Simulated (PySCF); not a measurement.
# 2-(trifluoromethyl)acrylic acid (C₄H₃F₃O₂): a tour of settings

Which settings matter for 2-(trifluoromethyl)acrylic acid (C₄H₃F₃O₂) (`C=C(C(=O)O)C(F)(F)F`)?

Programs: PySCF 2.14.0, with density-fitted response routines of our own. Each step states its level of theory. These are calculated values for one molecule in the gas phase, unless marked as measured. Atoms count from 0, in the outputs and in this text.

1 further run of the same task is left out (for a known fault of the program). Runs told in other sessions of the task aren't counted.

## Step 1: The molecule as given

12 atoms, charge 0, multiplicity 1; geometry from: GFN2-xTB.

Bonds of the start (Å): C0–C1 1.33, C1–C2 1.49, C2–O3 1.20, C2–O4 1.34, C1–C5 1.51, C5–F6 1.34, C5–F7 1.34, C5–F8 1.34, C0–H9 1.08, C0–H10 1.08, O4–H11 0.97.

## Step 2: Shielding tensors: PBE0/pcSseg-1

The job: settings as JSON, then the geometry in Å.

```
{"job": {"kind": "nmr", "xc": "PBE0", "basis": "pcSseg-1"}, "charge": 0, "multiplicity": 1}
C     -0.525892     1.306389     0.619413
C     -0.178967     0.145109     0.078429
C      1.232045    -0.242892    -0.220306
O      1.556606    -1.278071    -0.730462
O      2.102299     0.700906     0.146915
C     -1.203266    -0.901575    -0.295864
F     -2.451690    -0.509616     0.006193
F     -1.200017    -1.168319    -1.606524
F     -1.006030    -2.056588     0.348714
H     -1.555735     1.554255     0.816732
H      0.225591     2.033514     0.874458
H      3.006253     0.416201    -0.063727
```

Method: GIAO PBE0/pcSseg-1 NMR shielding, non-relativistic, gas phase.

Launch:

```console
OMP_NUM_THREADS=1 python probes_run.py task.json out
```

One launch serves the whole session: the jobs run in the order shown.

Output:

```text
coarse grid: 11640 points
cycle   1  E = -603.1813793848  dE =  1.736e+00  |g| = 1.241e+00  |ddm| = 3.303e+00
cycle   2  E = -602.6887362618  dE =  4.926e-01  |g| = 2.108e+00  |ddm| = 2.385e+00
cycle   3  E = -603.4309230481  dE = -7.422e-01  |g| = 3.325e-01  |ddm| = 1.793e+00
cycle   4  E = -603.4501728066  dE = -1.925e-02  |g| = 1.018e-01  |ddm| = 2.941e-01
cycle   5  E = -603.4517279746  dE = -1.555e-03  |g| = 3.227e-02  |ddm| = 8.346e-02
cycle   6  E = -603.4519488850  dE = -2.209e-04  |g| = 8.840e-03  |ddm| = 3.087e-02
cycle   7  E = -603.4519657436  dE = -1.686e-05  |g| = 2.773e-03  |ddm| = 8.203e-03
cycle   8  E = -603.4519675189  dE = -1.775e-06  |g| = 5.111e-04  |ddm| = 2.274e-03
final grid: 118176 points
cycle   9  E = -603.5450019626  dE = -3.612e-05  |g| = 1.162e-02  |ddm| = 2.626e-02
cycle  10  E = -603.5449564373  dE =  4.553e-05  |g| = 1.976e-02  |ddm| = 2.256e-02
cycle  11  E = -603.5450253708  dE = -6.893e-05  |g| = 2.637e-03  |ddm| = 1.532e-02
cycle  12  E = -603.5450266240  dE = -1.253e-06  |g| = 3.528e-04  |ddm| = 1.891e-03
cycle  13  E = -603.5450266409  dE = -1.696e-08  |g| = 1.263e-04  |ddm| = 2.642e-04
cycle  14  E = -603.5450266441  dE = -3.132e-09  |g| = 4.730e-05  |ddm| = 1.162e-04
cycle  15  E = -603.5450266446  dE = -5.302e-10  |g| = 1.322e-05  |ddm| = 5.095e-05
converged SCF energy = -603.5450266446

GIAO shielding tensors (ppm)
atom      isotropic    diamagn.    paramagn.     s11        s22        s33       span
  0 C       45.276     251.247    -205.971    -76.028     38.210    173.645    249.674
  1 C       47.870     265.162    -217.292    -57.611     72.535    128.686    186.298
  2 C       22.000     245.741    -223.741    -81.597     68.125     79.471    161.069
  3 O     -104.492     401.355    -505.847   -343.901   -252.884    283.309    627.210
  4 O      138.267     392.184    -253.918     -9.247    163.835    260.211    269.458
  5 C       56.381     237.541    -181.160     47.991     56.649     64.504     16.513
  6 F      263.436     472.564    -209.128    181.897    256.350    352.060    170.163
  7 F      248.643     472.606    -223.963    168.891    246.380    330.657    161.766
  8 F      249.507     472.613    -223.106    170.205    247.290    331.025    160.821
  9 H       24.717      29.553      -4.836     20.920     23.447     29.784      8.864
 10 H       24.562      29.782      -5.220     21.857     23.217     28.612      6.756
 11 H       25.446      29.576      -4.130     20.173     22.260     33.906     13.733
```

It took 11 s on 1 thread of AMD EPYC 9R45, shared host; peak memory 0.74 GiB.

Shifts follow as δ = σ(reference) − σ, with reference shieldings (ppm) from runs at the same level and on the same kind of geometry: ¹H TMS 31.72, ¹³C TMS 186.9, ¹⁹F CFCl3 170.9, ¹⁷O H2O 336.1. The references are single molecules in the gas phase, so shifts against H2O, NH3, PH3, H3PO4 or CFCl3 are not on the usual liquid scales and can be off by tens of ppm. Atoms listed in one row are averaged.

| atoms | environment | σ (ppm) | δ (ppm) | δ scaled to CDCl3 |
| --- | --- | --- | --- | --- |
| C2 | carboxylic acid carbon | 22.0 | 164.9 | 159.1 |
| C0 | β carbon of a C=C–C=O unit | 45.3 | 141.6 | 136.3 |
| C1 | α carbon of a C=C–C=O unit | 47.9 | 139.1 | 133.8 |
| C5 | CF3 carbon | 56.4 | 130.5 | 125.5 |
| H10 | hydrogen on a β carbon of a C=C–C=O unit | 24.56 | 7.16 | 6.85 |
| H9 | hydrogen on a β carbon of a C=C–C=O unit | 24.72 | 7.00 | 6.70 |
| H11 | hydrogen on an acid hydroxyl oxygen | 25.45 | 6.27 | – |
| O3 | carbonyl oxygen | -104.5 | 440.6 | – |
| O4 | acid hydroxyl oxygen | 138.3 | 197.8 | – |
| F6, F7, F8 | fluorine of a CF3 group | 253.9 | -82.9 | – |

The scaled column applies a straight-line fit of computed shieldings to shifts measured in CDCl3; 19F shifts take a fit of their own (root-mean-square error 0.16 ppm for H, 1.9 ppm for C).

The run also stored atomic charges by several schemes (e):

| atoms | Mulliken | IAO | Hirshfeld | ESP fit |
| --- | --- | --- | --- | --- |
| C0 | 0.07 | -0.23 | -0.05 | -0.28 |
| C1 | -0.61 | -0.11 | -0.04 | -0.16 |
| C2 | 0.59 | 0.52 | 0.20 | 0.69 |
| O3 | -0.38 | -0.44 | -0.26 | -0.51 |
| O4 | -0.37 | -0.48 | -0.16 | -0.58 |
| C5 | 0.95 | 0.81 | 0.26 | 0.57 |
| F6, F7, F8 | -0.26 | -0.27 | -0.09 | -0.18 |

Mayer bond orders: C0–C1 1.93, C1–C2 0.91, C2–O3 1.99, C2–O4 1.15, C1–C5 0.97, C5–F6 0.99, C5–F7 1.01, C5–F8 1.01.

## Step 3: Ultraviolet spectrum: PBE0/def2-SVPD

The job, as its differences from that of step 2:

```diff
@@ -1,2 +1,2 @@
-{"job": {"kind": "nmr", "xc": "PBE0", "basis": "pcSseg-1"}, "charge": 0, "multiplicity": 1}
+{"job": {"kind": "uv", "xc": "PBE0", "basis": "def2-SVPD", "nstates": 6, "ntriplets": 2}, "charge": 0, "multiplicity": 1}
 C     -0.525892     1.306389     0.619413
```

Method: TDDFT PBE0/def2-SVPD, vertical, gas phase, core orbitals frozen in the response.

Output:

```text
coarse grid: 11640 points
cycle   1  E = -602.8303503524  dE =  1.671e+00  |g| = 1.178e+00  |ddm| = 5.648e+00
cycle   2  E = -602.3513912835  dE =  4.790e-01  |g| = 2.021e+00  |ddm| = 5.126e+00
cycle   3  E = -603.0669845977  dE = -7.156e-01  |g| = 3.219e-01  |ddm| = 3.877e+00
cycle   4  E = -603.0859154951  dE = -1.893e-02  |g| = 9.507e-02  |ddm| = 5.454e-01
cycle   5  E = -603.0873490306  dE = -1.434e-03  |g| = 3.187e-02  |ddm| = 1.616e-01
cycle   6  E = -603.0875724384  dE = -2.234e-04  |g| = 7.888e-03  |ddm| = 6.016e-02
cycle   7  E = -603.0875860195  dE = -1.358e-05  |g| = 2.613e-03  |ddm| = 1.538e-02
cycle   8  E = -603.0875876885  dE = -1.669e-06  |g| = 4.878e-04  |ddm| = 4.964e-03
final grid: 118176 points
cycle   9  E = -603.1807645823  dE = -3.040e-05  |g| = 1.116e-02  |ddm| = 1.175e-01
cycle  10  E = -603.1807203661  dE =  4.422e-05  |g| = 1.901e-02  |ddm| = 4.740e-02
cycle  11  E = -603.1807872543  dE = -6.689e-05  |g| = 2.508e-03  |ddm| = 2.953e-02
cycle  12  E = -603.1807884503  dE = -1.196e-06  |g| = 3.057e-04  |ddm| = 3.440e-03
cycle  13  E = -603.1807884645  dE = -1.423e-08  |g| = 1.135e-04  |ddm| = 5.614e-04
cycle  14  E = -603.1807884671  dE = -2.621e-09  |g| = 4.480e-05  |ddm| = 2.407e-04
cycle  15  E = -603.1807884676  dE = -4.773e-10  |g| = 1.347e-05  |ddm| = 9.877e-05
converged SCF energy = -603.1807884676

Static polarisability (au): isotropic 57.641, principal 41.286 60.228 71.410

Singlet excitations
state   eV       nm        f      main configurations
  1   4.7640    260.3   0.00004   H->L 0.97
  2   6.7289    184.3   0.27054   H-1->L 0.78, H-2->L 0.17
  3   6.7884    182.6   0.10791   H-2->L 0.78, H-1->L 0.15
  4   7.3933    167.7   0.00075   H-3->L 0.89
  5   7.8067    158.8   0.05184   H->L+1 0.91
  6   7.8211    158.5   0.00020   H->L+2 0.77, H-3->L 0.09

Triplet excitations (Tamm-Dancoff, eV): 3.9661 4.3377
```

Wall time 18 s (1 thread of AMD EPYC 9R45, shared host); peak memory 0.88 GiB.

The orbitals next to the gap, with their largest atomic shares:

| orbital | eV | atoms |
| --- | --- | --- |
| HOMO−3 | -11.27 | C1 18 %, F8 16 %, F7 16 % |
| HOMO−2 | -10.03 | O4 47 %, O3 33 %, C2 11 % |
| HOMO−1 | -9.32 | C1 36 %, C0 33 %, O3 12 % |
| HOMO | -8.79 | O3 67 %, O4 11 %, C2 9 % |
| LUMO | -2.24 | C0 33 %, C1 21 %, C2 14 % |
| LUMO+1 | 0.16 | O4 35 %, H11 18 %, C2 15 % |
| LUMO+2 | 0.94 | C2 25 %, O3 16 %, C1 15 % |

With each of the 6 states as a Gaussian band of 0.4 eV half-width at 1/e, the curve within the window shown has maxima at 184 nm (ε 15,000), 159 nm (ε 2,100) L/(mol cm). Beyond the last state computed it falls off for lack of states. The curve at chosen wavelengths:

| nm | ε (L/mol/cm) |
| --- | --- |
| 153 | 1137 |
| 159 | 2130 |
| 165 | 1671 |
| 170 | 2637 |
| 176 | 8425 |
| 182 | 14686 |
| 188 | 13530 |
| 194 | 7331 |
| 199 | 3141 |
| 205 | 812 |
| 211 | 155 |
| 217 | 23 |
| 223 | 3 |
| 228 | 1 |
| 234 | 0 |
| 240 | 1 |
| 246 | 1 |
| 252 | 1 |
| 257 | 2 |
| 263 | 2 |
| 269 | 1 |
| 275 | 1 |
| 281 | 1 |
| 286 | 1 |
| 292 | 0 |
| 298 | 0 |

Further results of this job:

| property | computed |
| --- | --- |
| dipole moment (D) | 4.08 |
| polarisability (Å³) | 8.54 |
| HOMO–LUMO gap (eV) | 6.55 |
| −ε(HOMO) (eV) | 8.79 |

## Step 4: Shielding tensors: HF/aug-cc-pVDZ

The job, as its differences from that of step 3:

```diff
@@ -1,2 +1,2 @@
-{"job": {"kind": "uv", "xc": "PBE0", "basis": "def2-SVPD", "nstates": 6, "ntriplets": 2}, "charge": 0, "multiplicity": 1}
+{"job": {"kind": "nmr", "xc": "HF", "basis": "aug-cc-pVDZ", "pop": false}, "charge": 0, "multiplicity": 1}
 C     -0.525892     1.306389     0.619413
```

Method: GIAO HF/aug-cc-pVDZ NMR shielding, non-relativistic, gas phase.

Output:

```text
final grid: 118176 points
cycle   1  E = -601.0363094097  dE =  2.236e+00  |g| = 1.207e+00  |ddm| = 9.031e+00
cycle   2  E = -601.2291399693  dE = -1.928e-01  |g| = 8.306e-01  |ddm| = 3.926e+00
cycle   3  E = -601.3483676131  dE = -1.192e-01  |g| = 1.061e-01  |ddm| = 1.817e+00
cycle   4  E = -601.3515669034  dE = -3.199e-03  |g| = 4.590e-02  |ddm| = 4.493e-01
cycle   5  E = -601.3521488473  dE = -5.819e-04  |g| = 1.233e-02  |ddm| = 1.639e-01
cycle   6  E = -601.3522121841  dE = -6.334e-05  |g| = 5.505e-03  |ddm| = 4.003e-02
cycle   7  E = -601.3522296316  dE = -1.745e-05  |g| = 1.940e-03  |ddm| = 2.373e-02
cycle   8  E = -601.3522323367  dE = -2.705e-06  |g| = 8.229e-04  |ddm| = 9.949e-03
cycle   9  E = -601.3522327272  dE = -3.905e-07  |g| = 2.170e-04  |ddm| = 3.623e-03
cycle  10  E = -601.3522327599  dE = -3.269e-08  |g| = 7.120e-05  |ddm| = 1.327e-03
cycle  11  E = -601.3522327627  dE = -2.862e-09  |g| = 2.442e-05  |ddm| = 3.721e-04
cycle  12  E = -601.3522327630  dE = -2.601e-10  |g| = 8.098e-06  |ddm| = 1.037e-04
converged SCF energy = -601.3522327630

GIAO shielding tensors (ppm)
atom      isotropic    diamagn.    paramagn.     s11        s22        s33       span
  0 C       62.730     241.452    -178.722    -67.462     62.666    192.986    260.448
  1 C       71.073     202.562    -131.489    -39.404    101.828    150.796    190.200
  2 C       39.892     246.659    -206.766    -69.576     80.892    108.361    177.936
  3 O      -52.688     400.089    -452.777   -288.030   -190.630    320.597    608.628
  4 O      188.968     395.017    -206.049     58.722    210.303    297.878    239.155
  5 C       91.556     250.385    -158.828     88.827     90.311     95.531      6.703
  6 F      308.016     470.244    -162.228    224.575    317.312    382.160    157.585
  7 F      297.424     473.712    -176.288    216.863    296.282    379.126    162.264
  8 F      298.012     473.274    -175.263    217.703    296.997    379.335    161.632
  9 H       24.966      32.012      -7.047     21.192     23.524     30.181      8.990
 10 H       24.850      32.897      -8.047     22.021     23.352     29.177      7.156
 11 H       25.841      32.188      -6.346     20.747     21.483     35.294     14.548
```

Wall time 8.3 s (1 thread of AMD EPYC 9R45, shared host); peak memory 0.91 GiB.

Key values: δ C2 162.8, C0 140.0, C1 131.7, C5 111.2, H10 7.47, H9 7.36 ppm.

## Step 5: Ultraviolet spectrum: PBE0/def2-SVPD

The job, as its differences from that of step 4:

```diff
@@ -1,2 +1,2 @@
-{"job": {"kind": "nmr", "xc": "HF", "basis": "aug-cc-pVDZ", "pop": false}, "charge": 0, "multiplicity": 1}
+{"job": {"kind": "uv", "xc": "PBE0", "basis": "def2-SVPD", "nstates": 25, "ntriplets": 0, "tda": false, "scf": {"damp": 0.2}, "grid": 3}, "charge": 0, "multiplicity": 1}
 C     -0.525892     1.306389     0.619413
```

Level: TDDFT PBE0/def2-SVPD, vertical, gas phase, core orbitals frozen in the response.

Output:

```text
damping 0.20 in the first 6 cycles
final grid: 156848 points
cycle   1  E = -602.9204108741  dE =  1.677e+00  |g| = 1.185e+00  |ddm| = 5.644e+00
cycle   2  E = -602.8452374298  dE =  7.517e-02  |g| = 1.368e+00  |ddm| = 3.749e+00
cycle   3  E = -602.7578786597  dE =  8.736e-02  |g| = 1.514e+00  |ddm| = 3.970e+00
cycle   4  E = -602.3118152631  dE =  4.461e-01  |g| = 2.101e+00  |ddm| = 5.978e+00
cycle   5  E = -602.0904017475  dE =  2.214e-01  |g| = 2.366e+00  |ddm| = 6.604e+00
cycle   6  E = -593.7575927861  dE =  8.333e+00  |g| = 4.928e+00  |ddm| = 3.314e+01
cycle   7  E = -523.9788560967  dE =  6.978e+01  |g| = 1.480e+01  |ddm| = 1.354e+02
cycle   8  E = -598.3788011810  dE = -7.440e+01  |g| = 4.690e+00  |ddm| = 1.339e+02
cycle   9  E = -601.7597140761  dE = -3.381e+00  |g| = 2.227e+00  |ddm| = 8.504e+00
cycle  10  E = -602.5892964683  dE = -8.296e-01  |g| = 1.546e+00  |ddm| = 6.382e+00
cycle  11  E = -603.1494724293  dE = -5.602e-01  |g| = 3.820e-01  |ddm| = 2.778e+00
cycle  12  E = -603.1673212912  dE = -1.785e-02  |g| = 2.375e-01  |ddm| = 8.568e-01
cycle  13  E = -603.1803912715  dE = -1.307e-02  |g| = 4.136e-02  |ddm| = 4.421e-01
cycle  14  E = -603.1806951702  dE = -3.039e-04  |g| = 2.276e-02  |ddm| = 8.479e-02
cycle  15  E = -603.1807822490  dE = -8.708e-05  |g| = 5.054e-03  |ddm| = 2.877e-02
cycle  16  E = -603.1807868046  dE = -4.556e-06  |g| = 1.513e-03  |ddm| = 9.475e-03
cycle  17  E = -603.1807872563  dE = -4.517e-07  |g| = 4.639e-04  |ddm| = 3.564e-03
cycle  18  E = -603.1807872940  dE = -3.770e-08  |g| = 1.903e-04  |ddm| = 1.644e-03
cycle  19  E = -603.1807872995  dE = -5.488e-09  |g| = 7.724e-05  |ddm| = 3.098e-04
cycle  20  E = -603.1807873008  dE = -1.335e-09  |g| = 1.231e-05  |ddm| = 1.457e-04
cycle  21  E = -603.1807873008  dE = -3.615e-11  |g| = 3.460e-06  |ddm| = 3.308e-05
converged SCF energy = -603.1807873008

Static polarisability (au): isotropic 57.642, principal 41.286 60.229 71.410

Singlet excitations
state   eV       nm        f      main configurations
  1   4.7639    260.3   0.00004   H->L 0.97
  2   6.7289    184.3   0.27056   H-1->L 0.78, H-2->L 0.17
  3   6.7884    182.6   0.10789   H-2->L 0.78, H-1->L 0.15
  4   7.3933    167.7   0.00075   H-3->L 0.89
  5   7.8066    158.8   0.05185   H->L+1 0.91
  6   7.8211    158.5   0.00020   H->L+2 0.77, H-3->L 0.09
  7   8.0702    153.6   0.00063   H-5->L 0.93
  8   8.3992    147.6   0.00879   H-1->L+1 0.96
  9   8.4190    147.3   0.00051   H-4->L 1.00
 10   8.6962    142.6   0.00044   H-2->L+1 0.93
 11   8.7344    141.9   0.00009   H-6->L 0.62, H-8->L 0.33
 12   8.8116    140.7   0.01657   H->L+3 0.85
 13   9.0138    137.5   0.02265   H-7->L 0.98
 14   9.0696    136.7   0.00052   H-8->L 0.61, H-6->L 0.34
 15   9.1346    135.7   0.05235   H-1->L+2 0.88
 16   9.1639    135.3   0.03307   H-1->L+3 0.92
 17   9.3111    133.2   0.02186   H->L+4 0.84
 18   9.6912    127.9   0.01014   H->L+5 0.80, H->L+4 0.09
 19   9.8113    126.4   0.00098   H-1->L+4 0.93
 20   9.8419    126.0   0.00711   H->L+6 0.96
 21   9.8539    125.8   0.20829   H-2->L+2 0.77
 22   9.9412    124.7   0.00151   H-1->L+5 0.50, H-2->L+3 0.36
 23   9.9883    124.1   0.00687   H-2->L+3 0.43, H-1->L+5 0.38
 24  10.0647    123.2   0.00009   H-10->L 0.83
 25  10.0817    123.0   0.02164   H-9->L 0.92
```

It took 40 s on 1 thread of AMD EPYC 9R45, shared host; peak memory 0.93 GiB.

Key values: HOMO -8.79 eV, LUMO -2.24 eV; lowest singlet 4.76 eV.

## Step 6: Comparing the runs: NMR shifts

Shifts (ppm) of some atoms, chosen among heavy atoms and hydrogens apart, means over like atoms, with basis size and wall time:

| run | C1 | C5 | H10 | H9 | O3 | O4 | F6 | functions | time |
| --- | --- | --- | --- | --- | --- | --- | --- | --- | --- |
| PBE0/pcSseg-1 | 139.1 | 130.5 | 7.16 | 7.00 | 440.6 | 197.8 | -82.9 | 168 | 11 s |
| HF/aug-cc-pVDZ | 131.7 | 111.2 | 7.47 | 7.36 | 388.8 | 147.1 | -49.6 | 234 | 8.3 s |

## Step 7: Summary of results

```
                                                                 quantity                           value
                                   ¹³C shifts against TMS (PBE0/pcSseg-1)  164.9, 141.6, 139.1, 130.5 ppm
                                    ¹H shifts against TMS (PBE0/pcSseg-1)            7.16, 7.00, 6.27 ppm
                                   ¹⁷O shifts against H2O (PBE0/pcSseg-1)                440.6, 197.8 ppm
¹⁹F shifts against CFCl3 (PBE0/pcSseg-1, means over atoms taken as alike)                       -82.9 ppm
                                          lowest singlet (PBE0/def2-SVPD)     4.76 eV (260 nm), f = 0.000
                                 brightest single state of those computed     state 2, 6.73 eV, f = 0.271
                                                           lowest triplet                         3.97 eV
                                                 range of the shift of O3              388.8 to 440.6 ppm
```

What this shows: Single values in the summary come from the first sound run of each kind (PBE0/pcSseg-1; PBE0/def2-SVPD), which need not be the best level. The most deshielded carbon is C2 (carboxylic acid carbon), at 164.9 ppm: it is a carbonyl in resonance with an O or N lone pair, the region of acids, esters and amides. At PBE0/pcSseg-1: The largest span, 627 ppm, is at O3, where the paramagnetic term is -506 ppm. The lowest singlet, at 4.76 eV, is HOMO→LUMO 0.97 and is dark; of the 6 states computed, the strongest absorption comes from state 2 at 6.73 eV. The lowest triplet lies 0.80 eV below the lowest singlet (triplets in Tamm-Dancoff, singlets in full TDDFT). Across the 2 runs the shift of O3 moves most, between 388.8 (HF/aug-cc-pVDZ) and 440.6 ppm (PBE0/pcSseg-1).
